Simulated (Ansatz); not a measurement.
**Lanthanum, bcc under r²SCAN: ground state and equation of state**

What does r²SCAN give for lanthanum in the bcc structure? We relax it, solve it on a dense k-mesh, then scale the cell to 7 volumes from 88 to 112 % of the relaxed one and try a fit of the equation of state. The start is ferromagnetic. The k-meshes are 11×11×11 for the relaxation; 17×17×17 for the dense run; 12×12×12 for the volumes.

Method: DFT r2SCAN, plane waves (500 eV) with PAW, scalar-relativistic; PBE-made PAW files, in Ansatz 0.2.0.

## Step 1: The system as given

Symmetry: Im-3m, No. 229, cubic system. Conventional cell: a = 4.214 Å, b = 4.214 Å, c = 4.214 Å, α = 90.00°, β = 90.00°, γ = 90.00°. Around La (site symmetry m-3m) lie 8 La at 3.65 Å.

Structure file:

```
CELL_PARAMETERS angstrom
-2.10700 2.10700 2.10700
2.10700 -2.10700 2.10700
2.10700 2.10700 -2.10700
ATOMIC_POSITIONS crystal
La 0.00000 0.00000 0.00000
```

The atoms start with moments of +1 μB.

## Step 2: Relaxing cell and atoms

input.yaml

```yaml
crystal:
  lattice:
    - [-2.1069968026, 2.1069968026, 2.1069968026]
    - [2.1069968026, -2.1069968026, 2.1069968026]
    - [2.1069968026, 2.1069968026, -2.1069968026]
  atoms:
    - { symbol: La, position: [0.0, 0.0, 0.0], spin: 1.0 }
hamiltonian:
  xc: r2scan
  pseudopotentials:
    kind: paw
    azcp:
      La: "pseudopotentials/La.paw.azcp"
basis:
  ecutwfc: 500
  fft_grid_basis: typed
kpoints:
  mp_grid: { grid: [11, 11, 11], shift: [0, 0, 0] }
magnetization:
  spin_polarized: true
scf:
  occupations: { method: fermi_dirac, width: 0.05 }
relax:
  max_steps: 60
  f_tol: 0.01
  cell: {}
```

Command:

```bash
$ ansatz run input.yaml --threads 2 --pin off --max-ram 6144MiB --backend cpu --events-out ev --progress --plain --runs-dir out
```

After this run come: Single point on a dense mesh; The cell scaled to 88 % of its volume; The cell scaled to 92 % of its volume; The cell scaled to 96 % of its volume; The cell scaled to 100 % of its volume; The cell scaled to 104 % of its volume; The cell scaled to 108 % of its volume; The cell scaled to 112 % of its volume.

Q: Predict the outcome of this session. Wanted: space group; conventional cell; volume; shortest distance; gap on the mesh; magnetic state; relative to dhcp; V₀, B₀, B₀′.

As calculated:

```
                      quantity                                  value
space group (spins left aside)                        Im-3m (No. 229)
             conventional cell                            a = 4.247 Å
                        volume                         38.306 Å³/atom
             shortest distance                                3.678 Å
               gap on the mesh           none (levels filled in part)
                magnetic state  ferromagnetic, up to 0.33 μB per atom
              relative to dhcp                          +102 meV/atom
                   V₀, B₀, B₀′            38.160 Å³/atom, 26 GPa, 3.0
```

What this shows: From the guessed start the volume grew by 2.4 % in 4 steps. Against the reference form of lanthanum (dhcp, computed apart with the same settings) it stands 102 meV/atom higher. The final state is ferromagnetic (largest moment 0.33 μB). No gap shows: it is a metal or semimetal at this level. B₀ comes out at 26 GPa. The symmetry was held, so the structure may be unstable against distortions that break it.
